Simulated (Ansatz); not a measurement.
# BCl₂H₃O₄Si: one species, many methods

The task here is to estimate one member of a computed series from the others.

Method: functionals in def2-TZVPP, the program's frozen cores in correlated methods; program: Ansatz 0.2.0, Gaussian basis.

The runs, in order: LDA (SPW92), PBE-D4, revPBE-D4, BLYP-D4, r2SCAN-D4, B97M-V, PBE0-D4, B3LYP-D4, r2SCANh-D4, r2SCAN0-D4, HSE06-D4, BHLYP-D4, CAM-B3LYP-D4, LC-ωPBE, ωB97X-V, ωB97M-V, B2PLYP, PBE-QIDH; CCSD(T)/def2-SVP; MP2/def2-TZVPP; MP2/def2-QZVPP; RPA on PBE.

## The geometry

An earlier PBE0-D4 in a triple-zeta def2 set relaxation fixed the geometry.

SMILES `O[Si](O)(O)OB(Cl)Cl`, 11 atoms, charge 0, spin multiplicity 1.

Atoms are counted from 1 here; the program's logs count them from 0.

Bond lengths: O1–Si2 1.618 Å, O1–H9 0.958 Å, Si2–O3 1.619 Å, Si2–O4 1.628 Å, Si2–O5 1.653 Å, O3–H10 0.960 Å, O4–H11 0.958 Å, O5–B6 1.327 Å, B6–Cl7 1.773 Å, B6–Cl8 1.749 Å. Angles: Si2–O1–H9 117.9°, O1–Si2–O3 104.5°, O1–Si2–O4 113.9°, O1–Si2–O5 109.3°, O3–Si2–O4 114.6°, O3–Si2–O5 112.3°, O4–Si2–O5 102.5°, Si2–O3–H10 116.5°, Si2–O4–H11 117.5°, Si2–O5–B6 136.7°, O5–B6–Cl7 121.5°, O5–B6–Cl8 120.5°, Cl7–B6–Cl8 118.0°.

Set-up of the first run:

in.yaml reads:

```yaml
crystal:
  periodic: [false, false, false]
  atoms:
    - {symbol: O, position_ang: [0.519189, -0.368007, -2.162448]}
    - {symbol: Si, position_ang: [0.236598, -0.475687, -0.573334]}
    - {symbol: O, position_ang: [1.694061, -0.738424, 0.080045]}
    - {symbol: O, position_ang: [-0.892273, -1.580306, -0.176854]}
    - {symbol: O, position_ang: [-0.442900, 0.934798, -0.042910]}
    - {symbol: B, position_ang: [-0.576372, 1.567381, 1.115788]}
    - {symbol: Cl, position_ang: [0.189773, 0.961560, 2.595936]}
    - {symbol: Cl, position_ang: [-1.513205, 3.040706, 1.221488]}
    - {symbol: H, position_ang: [-0.233316, -0.264948, -2.745752]}
    - {symbol: H, position_ang: [1.763173, -0.630853, 1.031437]}
    - {symbol: H, position_ang: [-0.679330, -2.503120, -0.322795]}
basis:
  gaussian: {orbitals: def2-TZVPP}
hamiltonian: {xc: lda}
output: {orbitals: {seedname: orbitals}}
```

The run is started by

```console
> ansatz run in.yaml --threads 4 --pin off --events-out ev --progress --plain --max-ram 11315MiB
```

Steps of the session up to this table: LDA; PBE-D4 (GGA); revPBE-D4 (GGA); BLYP-D4 (GGA); r2SCAN-D4 (meta-GGA); B97M-V (meta-GGA); B3LYP-D4 (hybrid); r2SCANh-D4 (hybrid); r2SCAN0-D4 (hybrid); HSE06-D4 (hybrid); BHLYP-D4 (hybrid); CAM-B3LYP-D4 (range-separated); LC-ωPBE (range-separated); ωB97X-V (range-separated); ωB97M-V (range-separated); B2PLYP (double hybrid); PBE-QIDH (double hybrid).

One table of the session follows, with a row left open; its other results are not shown here.

It belongs to the step «Orbital energies across the functionals». 

| functional | HOMO (eV) | gap (eV) |
| --- | --- | --- |
| LDA (SPW92) | -7.74 | 5.90 |
| PBE-D4 | -7.57 | 6.04 |
| revPBE-D4 | -7.50 | 6.10 |
| BLYP-D4 | -7.41 | 6.06 |
| r2SCAN-D4 | -7.95 | 6.76 |
| B97M-V | -8.05 | 7.02 |
| PBE0-D4 | -9.05 | 8.51 |
| B3LYP-D4 | -8.76 | 8.02 |
| r2SCANh-D4 | -8.49 | 7.64 |
| r2SCAN0-D4 | ? | ? |
| HSE06-D4 | -8.65 | 7.72 |
| BHLYP-D4 | -10.36 | 10.97 |
| CAM-B3LYP-D4 | -10.44 | 11.08 |
| LC-ωPBE | -11.90 | 13.70 |
| ωB97X-V | -11.51 | 13.26 |
| ωB97M-V | -11.33 | 12.90 |

Q: Estimate the row for r2SCAN0-D4 from the others.

Worked estimate for «HOMO (eV)». Against the share of exact exchange, r2SCAN-D4 (0, -7.95), r2SCANh-D4 (0.1, -8.49) give a slope of -5.40 per unit share; at 0.25 the line stands at -9.30.

As computed: HOMO (eV): -9.30; gap (eV): 8.96. In «HOMO (eV)» the line misses by 0.00.
